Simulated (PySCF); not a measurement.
**[PmI2]+: other functionals and bases at one geometry**

Aim: see how levels, charges and forces of [PmI2]+ depend on the level of theory. It is a constructed species; whether it can be made isn't addressed.

Method: several levels, as the steps say, no spin–orbit coupling; program: PySCF 2.14.0.

### Step 1. Starting geometry

3 atoms, charge 1, spin multiplicity 1.

Bond lengths: Pm1–I2 2.789 Å, Pm1–I3 2.789 Å. Angles: I2–Pm1–I3 106.1°.

Coordinates:

```xyz
3
I2Pm
Pm    0.0000    0.0000   -1.0806
I     2.2288    0.0000    0.5957
I    -2.2288    0.0000    0.5957
```

Formal oxidation states: Pm +3. Each metal's 4 4f electrons lie in its core potential, so multiplicities, spins and levels count the valence alone. An earlier session relaxed this geometry at PBE0, Pm lcecp-1-SVP with ECP50, I def2-SVP with ECP28 (singlet, point group C2v).

At PBE0 on the finer grid: E = -629.420483 Eh, HOMO -11.75 eV, LUMO -7.48 eV, Mulliken charge on Pm1 +1.12 e, largest force component 0.008 eV/Å. 

Levels to run: TPSS; wB97X; PBE0, TZVP. Hardware: 2 threads of Intel Xeon Platinum 8259CL at 2.50GHz (Skylake/Cascade Lake), shared host.

### Step 2. TPSS

The input, run.py (the lines that set the calculation):

```python
mol = gto.M(atom='''
Pm     0.00000     0.00000    -1.08064
I      2.22883     0.00000     0.59574
I     -2.22883     0.00000     0.59574''',
    basis={'Pm': 'lcecp-1-SVP', 'I': 'def2-SVP'},
    ecp={'Pm': 'lcecp-1-SVP', 'I': 'def2-SVP'},
    charge=1, spin=0)
mf = dft.RKS(mol, xc='TPSS')
mf.grids.atom_grid = (75, 302)  # f atoms: unpruned, at least (60, 302)
mf = mf.density_fit()  # fitting sets: Pm AutoAux, I def2-universal-JKFIT
mf.conv_tol = 1e-08; mf.max_cycle = 55
mf.kernel(dm0)  # dm0: the density of the relaxed state
```

Run with:

```bash
$ OMP_NUM_THREADS=2 python run.py
```

### Step 3. wB97X

run.py (the lines that set the calculation), as its differences from that of step 2:

```diff
@@ -7,3 +7,3 @@
     charge=1, spin=0)
-mf = dft.RKS(mol, xc='TPSS')
+mf = dft.RKS(mol, xc='WB97X')
 mf.grids.atom_grid = (75, 302)  # f atoms: unpruned, at least (60, 302)
```

### Step 4. PBE0, TZVP

Basis: Pm lcecp-1-TZVP with ECP50, I def2-TZVP with ECP28. 

The input, run.py (the lines that set the calculation):

```python
mol = gto.M(atom='''
Pm     0.00000     0.00000    -1.08064
I      2.22883     0.00000     0.59574
I     -2.22883     0.00000     0.59574''',
    basis={'Pm': 'lcecp-1-TZVP', 'I': 'def2-TZVP'},
    ecp={'Pm': 'lcecp-1-TZVP', 'I': 'def2-TZVP'},
    charge=1, spin=0)
mf = dft.RKS(mol, xc='PBE0')
mf.grids.atom_grid = (75, 302)  # f atoms: unpruned, at least (60, 302)
mf = mf.density_fit()  # fitting sets: Pm AutoAux, I def2-universal-JKFIT
mf.conv_tol = 1e-08; mf.max_cycle = 55
mf.kernel(dm0)  # dm0: free metal ions and neutral atoms
```

Q: Predict the outcome of this session. Wanted: for each run, HOMO; gap; charge on Pm1; dipole; largest force.

The runs gave:

| level | state | HOMO (eV) | gap (eV) | charge on Pm1 (e) | dipole (D) | largest force (eV/Å) | basis functions | time |
| --- | --- | --- | --- | --- | --- | --- | --- | --- |
| PBE0 (relaxed here) | singlet | -11.75 | 4.26 | 1.12 | 8.15 | 0.01 | 85 | 12 s |
| TPSS | singlet | -10.79 | 2.82 | 1.10 | 7.83 | 0.32 | 85 | 9.9 s |
| wB97X | singlet | -13.75 | 8.19 | 1.14 | 8.81 | 0.09 | 85 | 9.2 s |
| PBE0, TZVP | singlet | -11.68 | 4.32 | 1.39 | 7.91 | 0.07 | 147 | 18 s |

Times are on 2 threads of Intel Xeon Platinum 8259CL at 2.50GHz (Skylake/Cascade Lake), shared host; the first row also made further properties. The dipole of a charged species depends on the origin, so these sizes hold for this origin alone.

In one basis the HOMO–LUMO gap runs from 2.82 eV (TPSS) to 8.19 eV (wB97X); the widest gap comes with exact exchange. The largest leftover force, 0.32 eV/Å with TPSS, stands at a geometry relaxed at another level. The Mulliken charge on Pm spans +1.10 to +1.39 e over the levels. With 4f in the core, its levels are missing from HOMO and gap. Total energies of different levels can't be compared. Spin–orbit coupling is left out throughout.
